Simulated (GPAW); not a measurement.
HPbNO4:

```
H Pb N O
1.0
     4.19923    0.11117    0.16817
     1.91600    3.89132    0.12568
     1.76085    1.25259    6.37266
H Pb N O
1 1 1 4
Direct
  0.89145 0.68202 0.62796
  0.14426 0.92872 0.88352
  0.25670 0.28861 0.30171
  0.83108 0.65056 0.78405
  0.38694 0.22380 0.11295
  0.31104 0.03576 0.45856
  0.07726 0.60633 0.32275
```

The cell was built by a generator and needn't be a form met in nature.

Base run:

```yaml
Program: GPAW 26.7.0
Functional: PBE
Potentials_or_basis: GPAW PAW data sets (gpaw-data 1.2.1)
Cutoff: 800 eV
Basis: pw
k_mesh: 7 × 7 × 5
Occupations: fermi-dirac, width 0.05 eV
Spin: no spin polarisation
```

Its results: band gap on the k mesh 2.81 eV, indirect (least direct gap 2.83 eV); pressure -0.3 GPa; largest force 0.094 eV/Å.

Question: After a change of settings the same cell gave: band gap on the k mesh 2.53 eV, indirect (least direct gap 2.56 eV); pressure -0.3 GPa; largest force 0.094 eV/Å. Which change was it?
A. k mesh from 7 × 7 × 5 to 5 × 5 × 3
B. k mesh from 7 × 7 × 5 to 4 × 4 × 3; dispersion from none to D4
C. spin from no spin polarisation to spin-orbit coupling, no magnetisation

Answer: C.

Spin-orbit coupling splits the band edges, which narrows the gap.

Caveats: spin-orbit coupling is left out, which as a rule narrows the gap of such compounds by several tenths of an eV (some runs); an odd mesh through Γ misses points on the zone boundary, where band edges often lie (some runs); spin-orbit coupling was added after a scalar SCF, so levels and gaps hold it while energy, forces, pressure and moments don't (some runs); this program's spin-orbit splittings come out too wide for heavy elements (some runs).
